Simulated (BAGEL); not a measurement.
# CH5AlOS (SMILES [CH3][Al]([OH])[SH]) at HF/3-21G (density fitting with qzvpp-jkfit)

Aim: the vertical singlet–triplet gap of CH5AlOS at HF/3-21G (density fitting with qzvpp-jkfit), from 2 runs. 

The results are computed with BAGEL 1.2.2.

## Step 1: The molecule

CH5AlOS: 9 atoms, total charge 0, spin state singlet. SMILES: `[CH3][Al]([OH])[SH]`. Geometry: relaxed at PBE0-D4/def2-TZVP. This is one conformer, not always the lowest.

Bond lengths: C1–Al2 1.937 Å, Al2–O3 1.694 Å, Al2–S4 2.192 Å, C1–H5 1.094 Å, C1–H6 1.094 Å, C1–H7 1.092 Å, O3–H8 0.955 Å, S4–H9 1.344 Å. Some angles: C1–Al2–O3 119.7°, C1–Al2–S4 123.0°, O3–Al2–S4 117.4°, Al2–C1–H5 111.2°, Al2–C1–H6 111.3°, Al2–C1–H7 111.0°, Al2–O3–H8 124.5°, Al2–S4–H9 92.9°, H5–C1–H6 107.0°, H5–C1–H7 108.1°.

## Step 2: The energy at HF/3-21G (density fitting with qzvpp-jkfit)

Input file input.json:

```json
{ "bagel": [

{
  "title": "molecule",
  "basis": "3-21g",
  "df_basis": "qzvpp-jkfit",
  "angstrom": true,
  "geometry": [
    { "atom": "C", "xyz": [      -0.068100,       0.820400,      -1.117800 ] },
    { "atom": "Al", "xyz": [       0.233100,      -0.407800,       0.349600 ] },
    { "atom": "O", "xyz": [       1.608100,      -1.396500,       0.346400 ] },
    { "atom": "S", "xyz": [      -1.137500,      -0.593400,       2.050300 ] },
    { "atom": "H", "xyz": [      -1.009200,       0.601800,      -1.630500 ] },
    { "atom": "H", "xyz": [      -0.128400,       1.853800,      -0.764400 ] },
    { "atom": "H", "xyz": [       0.739400,       0.759000,      -1.850700 ] },
    { "atom": "H", "xyz": [       1.824100,      -2.025500,       1.032100 ] },
    { "atom": "H", "xyz": [      -1.973200,       0.342000,       1.567800 ] }
  ]
},

{ "title": "hf" },

{ "title": "print", "file": "orbitals.molden", "orbitals": true }

]}
```

Launch:

```bash
$ BAGEL_NUM_THREADS=1 BAGEL input.json > input.out
```

Standard output:

```text
* using 1 threads per process

  ===============================================================
  ===============================================================

  *** Geometry ***

  { "atom" : "C", "xyz" : [     -0.128690,      1.550331,     -2.112336 ] },
  { "atom" : "Al", "xyz" : [      0.440495,     -0.770630,      0.660648 ] },
  { "atom" : "O", "xyz" : [      3.038869,     -2.639003,      0.654601 ] },
  { "atom" : "S", "xyz" : [     -2.149563,     -1.121363,      3.874505 ] },
  { "atom" : "H", "xyz" : [     -1.907112,      1.137237,     -3.081198 ] },
  { "atom" : "H", "xyz" : [     -0.242641,      3.503174,     -1.444507 ] },
  { "atom" : "H", "xyz" : [      1.397263,      1.434302,     -3.497316 ] },
  { "atom" : "H", "xyz" : [      3.447049,     -3.827640,      1.950386 ] },
  { "atom" : "H", "xyz" : [     -3.728808,      0.646286,      2.962713 ] },

  Number of auxiliary basis functions:      498

  Since a DF basis is specified, we compute 2- and 3-index integrals:
    o Being stored without compression. Storage requirement is 0.012 GB

  Number of basis functions:       54
  Number of electrons      :       48

    * METHOD: MOLECULE                             0.16

  *** RHF ***

  === Nuclear Repulsion ===
   196.3041015270

      * DIIS with orbital gradients will be used.

  === RHF iteration (3-21g) ===
      0       -751.10587048          0.02721004           0.04
      1       -751.22511073          0.01574752           0.04
      2       -751.27242258          0.00165279           0.04
      3       -751.27335546          0.00045939           0.04
      4       -751.27343411          0.00007527           0.04
      5       -751.27343900          0.00002016           0.04
      6       -751.27343937          0.00000717           0.04
      7       -751.27343942          0.00000188           0.04
      8       -751.27343942          0.00000074           0.04
      9       -751.27343942          0.00000023           0.04
     10       -751.27343942          0.00000007           0.04
     11       -751.27343942          0.00000003           0.04
     12       -751.27343942          0.00000001           0.04
    * SCF iteration converged.

    * Permanent dipole moment:
           (    0.012091,    -0.307618,     0.433428) a.u.

    * METHOD: HF                                   0.65

    * METHOD: PRINT                                0.01

  ===============================================================
```

It took 0.98 s on 1 thread of Arm Neoverse V2, shared host.

## Step 3: The triplet at the same level

Input file input.json:

```json
{ "bagel" : [

{
  "title" : "molecule",
  "basis" : "3-21g",
  "df_basis" : "qzvpp-jkfit",
  "angstrom" : "true",
  "geometry" : [
    { "atom" : "C", "xyz" : [   -0.068100,    0.820400,   -1.117800 ] },
    { "atom" : "Al", "xyz" : [    0.233100,   -0.407800,    0.349600 ] },
    { "atom" : "O", "xyz" : [    1.608100,   -1.396500,    0.346400 ] },
    { "atom" : "S", "xyz" : [   -1.137500,   -0.593400,    2.050300 ] },
    { "atom" : "H", "xyz" : [   -1.009200,    0.601800,   -1.630500 ] },
    { "atom" : "H", "xyz" : [   -0.128400,    1.853800,   -0.764400 ] },
    { "atom" : "H", "xyz" : [    0.739400,    0.759000,   -1.850700 ] },
    { "atom" : "H", "xyz" : [    1.824100,   -2.025500,    1.032100 ] },
    { "atom" : "H", "xyz" : [   -1.973200,    0.342000,    1.567800 ] }
  ]
},
{ "title" : "uhf", "nopen" : 2 },
{ "title" : "print", "file" : "orbitals.molden", "orbitals" : "true" }

]}
```

Launch:

```bash
$ BAGEL_NUM_THREADS=1 BAGEL input.json > input.out
```

Standard output:

```text
* using 1 threads per process

  ===============================================================
  ===============================================================

  *** Geometry ***

  { "atom" : "C", "xyz" : [     -0.128690,      1.550331,     -2.112336 ] },
  { "atom" : "Al", "xyz" : [      0.440495,     -0.770630,      0.660648 ] },
  { "atom" : "O", "xyz" : [      3.038869,     -2.639003,      0.654601 ] },
  { "atom" : "S", "xyz" : [     -2.149563,     -1.121363,      3.874505 ] },
  { "atom" : "H", "xyz" : [     -1.907112,      1.137237,     -3.081198 ] },
  { "atom" : "H", "xyz" : [     -0.242641,      3.503174,     -1.444507 ] },
  { "atom" : "H", "xyz" : [      1.397263,      1.434302,     -3.497316 ] },
  { "atom" : "H", "xyz" : [      3.447049,     -3.827640,      1.950386 ] },
  { "atom" : "H", "xyz" : [     -3.728808,      0.646286,      2.962713 ] },

  Number of auxiliary basis functions:      498

  Since a DF basis is specified, we compute 2- and 3-index integrals:
    o Being stored without compression. Storage requirement is 0.012 GB

  Number of basis functions:       54
  Number of electrons      :       48

    * METHOD: MOLECULE                             0.16

  *** Open-shell HF ***

  === Nuclear Repulsion ===
   196.3041015270

      * DIIS with orbital gradients will be used.

  === UHF iteration (3-21g) ===
      0       -750.77745052          0.05964656           0.07
      1       -750.90406662          0.04740587           0.07
      2       -750.97430009          0.03508970           0.07
      3       -751.03689941          0.00236535           0.07
      4       -751.04009882          0.00114469           0.07
      5       -751.04137740          0.00065362           0.07
      6       -751.04220200          0.00043541           0.07
      7       -751.04300802          0.00033919           0.07
      8       -751.04393396          0.00030899           0.07
      9       -751.04472099          0.00027620           0.07
     10       -751.04616700          0.00020074           0.07
     11       -751.04668438          0.00018633           0.07
     12       -751.04742614          0.00065858           0.07
     13       -751.04732288          0.00010389           0.07
     14       -751.04751402          0.00007702           0.07
     15       -751.04755249          0.00006063           0.07
     16       -751.04757487          0.00001635           0.07
     17       -751.04757544          0.00000652           0.07
     18       -751.04757553          0.00000566           0.07
     19       -751.04757559          0.00000159           0.07
     20       -751.04757560          0.00000125           0.07
     21       -751.04757561          0.00000070           0.07
     22       -751.04757561          0.00000048           0.07
     23       -751.04757561          0.00000038           0.07
     24       -751.04757562          0.00000016           0.07
     25       -751.04757562          0.00000008           0.07
     26       -751.04757562          0.00000005           0.07
     27       -751.04757562          0.00000003           0.07
     28       -751.04757562          0.00000001           0.07
     29       -751.04757562          0.00000001           0.07
     30       -751.04757562          0.00000001           0.07
    * SCF iteration converged.

    * S^2 (UHF) is 2.0082

    * Permanent dipole moment:
           (   -0.120256,     0.094515,    -0.012465) a.u.

    * METHOD: UHF                                  2.20

    * METHOD: PRINT                                0.01

  ===============================================================
```

Run time: 2.5 s. Hardware: 1 thread of Arm Neoverse V2, shared host.

## Step 4: Summary of results

At HF/3-21G (density fitting with qzvpp-jkfit):

```
                                        quantity          value
                           singlet: total energy  -751.27344 Eh
                          singlet: dipole moment         1.35 D
                            singlet: HOMO energy      -10.52 eV
                            singlet: LUMO energy        2.75 eV
                          singlet: HOMO–LUMO gap       13.27 eV
                           triplet: total energy  -751.04758 Eh
                          triplet: dipole moment         0.39 D
                                   triplet: ⟨S²⟩          2.008
vertical energy of the triplet above the singlet       6.146 eV
```

In words: At this shape the triplet lies 6.15 eV (593 kJ/mol) above the singlet.
